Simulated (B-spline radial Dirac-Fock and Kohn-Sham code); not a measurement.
# Xe¹⁰⁺: core levels and X-ray properties

Wanted for the Xe¹⁰⁺ ion: its X-ray form factor and Compton profile and the binding energy of each subshell.

Program: B-spline radial Dirac-Fock and Kohn-Sham code, version 2. Model: a free atom or ion on a radial basis; each step names its model. All values are calculated, but those marked as tabulated.

### Step 1. The atom as given

The Xe¹⁰⁺ ion, 1s2 2s2 2p6 3s2 3p6 3d10 4s2 4p6 4d8.

```yaml
nuclear_charge: 54
electrons: 44
mass_number: 132
nuclear_rms_radius: 4.7859 fm
```

Outer shells as boxes (Hund's rule, for the drawing alone; heavy ions are jj-coupled, and the calculation averages over the configuration):

```
[Kr] core
4d [↑↓][↑↓][↑↓][↑ ][↑ ]
```

### Step 2. X-ray scattering functions

Model: Dirac-Fock average of configuration, finite nucleus; form factor of the spherical density, Waller-Hartree incoherent function, impulse-approximation Compton profiles.

Settings, as recorded:

```ini
task = scatter
Z = 54
charge = 10
configuration = 1s2 2s2 2p6 3s2 3p6 3d10 4s2 4p6 4d8
mass_number = 132
rms_radius = 4.7859  # fm
s = [0.0, 0.08, 0.1, 0.13, 0.16, 0.19, 0.24, 0.3, 0.37, 0.47, 0.58, 0.72, 0.9, 1.12, 1.39, 1.73, 2.15, 2.68, 3.33, 4.14, 5.15, 6.41, 7.98]  # 1/A
pz = [0, 0.1, 0.2, 0.3, 0.4, 0.5, 0.6, 0.8, 1.0, 1.2, 1.4, 1.6, 1.8, 2.0, 2.5, 3.0, 4.0, 5.0, 7.0, 10.0, 15.0, 20.0, 30.0, 40.0, 60.0, 100.0]  # a.u.
photon_energy = [2000, 5000, 8047.8, 20000, 50000, 100000, 200000, 500000]  # eV
```

Results of the run (chosen fields of its result record, rounded):

```text
{
  "status": "converged",
  "form_factor [e]": [44.0, 43.398, 43.066, 42.444, 41.684, 40.802, 39.108, 36.813, 33.964, 29.962, 26.086, 22.268, 18.949, 16.225, 13.503, 10.457, 7.6953, 5.8377, 4.7761, 3.8337, 2.7949, 1.9191, 1.3908],
  "incoherent": [8.388e-12, 0.53869, 0.83056, 1.3689, 2.0107, 2.7351, 4.0698, 5.7761, 7.7746, 10.485, 13.226, 16.395, 19.927, 23.328, 26.414, 29.366, 32.192, 34.843, 37.156, 39.13, 40.684, 41.768, 42.488],
  "compton_total [1/a.u.]": [4.1844, 4.1823, 4.176, 4.1656, 4.1509, 4.1319, 4.1084, 4.0477, 3.9676, 3.8673, 3.7464, 3.6055, 3.4467, 3.2733, 2.8063, 2.3525, 1.6694, 1.2847, 0.8801, 0.51225, 0.22751, 0.117, 0.040224, 0.017526, 0.0047745, 0.00067444],
  "shells": ["1s1/2", "2s1/2", "2p1/2", "2p3/2", "3s1/2", "3p1/2", "3p3/2", "3d3/2", "3d5/2", "4s1/2", "4p1/2", "4p3/2", "4d3/2", "4d5/2"],
  "occupation": [2.0, 2.0, 2.0, 4.0, 2.0, 2.0, 4.0, 4.0, 6.0, 2.0, 2.0, 4.0, 3.2, 4.8],
  "mean_momentum [a.u.]": [50.339, 17.83, 23.828, 22.459, 8.7408, 10.448, 10.049, 11.976, 11.825, 4.2836, 4.7693, 4.6261, 4.9433, 4.8906],
  "r2 [bohr^2]": 12.931,
  "r_inverse [1/bohr]": 328.91,
  "r1 [bohr]": 18.536,
  "coherent [b]": [1219.3, 957.04, 698.11, 278.69, 74.515, 23.33, 6.7328, 1.1771],
  "incoherent_cross_section [b]": [0.69062, 3.2141, 5.8765, 12.751, 17.995, 18.756, 16.809, 12.494],
  "radial_jk": {
    "4d": {"j0": [1.0, 0.96428, 0.94471, 0.90823, 0.86409, 0.81346, 0.71813, 0.59343, 0.44678, 0.26004, 0.10907, 0.0057265, -0.022976, 0.0048796, 0.036565, 0.039393, 0.020189, 0.0022323, -0.0040498, -0.0033569, -0.0014321, -0.00036568, -3.8225e-05], "j2": [0.0, 0.014185, 0.021865, 0.036005, 0.052789, 0.071577, 0.10545, 0.14628, 0.18778, 0.22511, 0.2305, 0.19378, 0.11701, 0.039074, -0.0020956, -0.0018726, 0.013502, 0.019691, 0.014469, 0.0068842, 0.0021829, 0.0003893, -1.9523e-05], "j4": [0.0, 7.6541e-05, 0.00018457, 0.00051481, 0.0011467, 0.0022004, 0.0052109, 0.011426, 0.022706, 0.045427, 0.074595, 0.10639, 0.12296, 0.10589, 0.061562, 0.017567, -0.0014576, 0.0014512, 0.0085905, 0.010046, 0.0070595, 0.0035925, 0.0014348], "r2": 0.77025, "r4": 0.92323, "r6": 1.5878}
  }
}
```

Form factor and incoherent function, every second point:

| s (1/Å) | f (e) | f / N | S(s) |
| --- | --- | --- | --- |
| 0 | 44.00 | 1.000 | 0 |
| 0.100 | 43.07 | 0.979 | 0.8306 |
| 0.160 | 41.68 | 0.947 | 2.011 |
| 0.240 | 39.11 | 0.889 | 4.070 |
| 0.370 | 33.96 | 0.772 | 7.775 |
| 0.580 | 26.09 | 0.593 | 13.23 |
| 0.900 | 18.95 | 0.431 | 19.93 |
| 1.39 | 13.50 | 0.307 | 26.41 |
| 2.15 | 7.695 | 0.175 | 32.19 |
| 3.33 | 4.776 | 0.109 | 37.16 |
| 5.15 | 2.795 | 0.064 | 40.68 |
| 7.98 | 1.391 | 0.032 | 42.49 |

### Step 3. Binding energies

Model: Dirac-Fock average of configuration, Delta-SCF, finite nucleus, first-order Breit with its frequency dependence, self-energy and vacuum polarisation.

Settings, as recorded:

```ini
task = binding
```

Results of the run (chosen fields of its result record, rounded):

```text
{
  "status": "converged",
  "shells": ["K", "L1", "L2", "L3", "M1", "M2", "M3", "M4", "M5", "N1", "N2", "N3", "N4,5"],
  "total_energy_parts [Ha]": [-7417.52895, 6.42894412, -0.663668199, -0.0646428935, 4.38870723, -0.594142847],
  "koopmans [eV]": [34931.5, 5683.6, 5335.98, 5010.06, 1341.22, 1195.84, 1132.15, 879.469, 866.2, 390.347, 335.345, 321.911, 231.53],
  "dirac_coulomb [eV]": [34870.1, 5653.35, 5302.14, 4977.62, 1330.74, 1184.82, 1121.67, "-", "-", 388.397, 333.495, 320.208, 230.096],
  "gaunt [eV]": [-89.04, -8.38788, -14.9035, -10.6736, -1.2465, -2.36443, -1.56211, "-", "-", -0.2433, -0.449056, -0.280423, -0.0458541],
  "retardation [eV]": [6.5023, 0.580658, 1.66708, 1.66389, 0.069319, 0.258252, 0.25855, "-", "-", 0.01692, 0.0537015, 0.0537967, 0.00850022],
  "breit_frequency [eV]": [0.781972, -0.0761706, -0.00188076, 0.338462, -0.0191708, -0.0137906, 0.059329, "-", "-", -0.00446025, -0.00362003, 0.0121645, -0.00142504],
  "self_energy [eV]": [-48.5331, -6.09692, 0.371705, -0.194817, -1.26514, 0.0704596, -0.0350737, "-", "-", -0.278433, 0.0170801, -0.00526733, 0.0174073],
  "vacuum_polarisation [eV]": [6.82077, 0.794738, -0.0146632, -0.0410986, 0.159526, -0.00440957, -0.0103809, "-", "-", 0.0352005, -0.00105025, -0.00234673, -0.00188459],
  "binding [eV]": [34746.6, 5640.17, 5289.26, 4968.71, 1328.44, 1182.77, 1120.38, "-", "-", 387.923, 333.112, 319.986, 230.073],
  "mean_radius [bohr]": [0.0266507, 0.114014, 0.0962923, 0.102032, 0.304302, 0.294841, 0.306099, 0.277617, 0.281206, 0.705967, 0.729762, 0.752613, 0.82227]
}
```

total_energy_parts: Dirac-Coulomb, Gaunt, retardation, frequency dependence, self-energy, vacuum polarisation. Blank entries are hole states that did not converge, or in which two open shells of one symmetry are about equally filled, where the average of configuration falls too low.

The binding energies by parts, in eV; the parts add up.

| level | -ε | relaxation | Breit | QED | binding |
| --- | --- | --- | --- | --- | --- |
| 1s | 34931.5 | -61.45 | -81.76 | -41.71 | 34746.6 |
| 2s | 5683.6 | -30.24 | -7.88 | -5.30 | 5640.2 |
| 2p1/2 | 5336.0 | -33.84 | -13.24 | 0.36 | 5289.3 |
| 2p3/2 | 5010.1 | -32.44 | -8.67 | -0.24 | 4968.7 |
| 3s | 1341.2 | -10.48 | -1.20 | -1.11 | 1328.4 |
| 3p1/2 | 1195.8 | -11.01 | -2.12 | 0.07 | 1182.8 |
| 3p3/2 | 1132.1 | -10.48 | -1.24 | -0.05 | 1120.4 |
| 4s | 390.3 | -1.95 | -0.23 | -0.24 | 387.9 |
| 4p1/2 | 335.3 | -1.85 | -0.40 | 0.02 | 333.1 |
| 4p3/2 | 321.9 | -1.70 | -0.21 | -0.01 | 320.0 |
| 4d | 231.5 | -1.43 | -0.04 | 0.02 | 230.1 |

X-ray lines as differences of these levels:

| line | energy (eV) |
| --- | --- |
| Kβ2' (K-N3) | 34426.6 |
| Kβ2'' (K-N2) | 34413.5 |
| Kβ1 (K-M3) | 33626.2 |
| Kβ3 (K-M2) | 33563.8 |
| Kα1 (K-L3) | 29777.9 |
| Kα2 (K-L2) | 29457.4 |
| Lγ3 (L1-N3) | 5320.2 |
| Lγ2 (L1-N2) | 5307.1 |
| Lγ5 (L2-N1) | 4901.3 |
| Lβ6 (L3-N1) | 4580.8 |
| Lβ3 (L1-M3) | 4519.8 |
| Lβ4 (L1-M2) | 4457.4 |
| Lη (L2-M1) | 3960.8 |
| Lℓ (L3-M1) | 3640.3 |

### Step 4. Summary of results

```
                                quantity         value
        rms radius of the electron cloud    0.542 bohr
                   form factor halves at      0.73 1/Å
                 Compton profile at zero  4.184 1/a.u.
            deepest level listed, K (1s)    34746.6 eV
                  least bound, N4,5 (4d)      230.1 eV
                                     Kα1    29777.9 eV
ionisation energy, NIST (semi-empirical)    229.020 eV
```

In words: f falls from 44 to half of that at s = 0.73 1/Å. Incoherent scattering outweighs coherent from 200 keV on, among the energies asked. For K (1s), relaxation takes off 61.4 eV, Breit terms shift it by -81.76 and QED by -41.71 eV. NIST's ionisation energy differs by -1.05 eV from the least binding energy; the calculation averages open shells over their j components and terms. The Hartree-Fock and Dirac-Fock values hold no electron correlation.
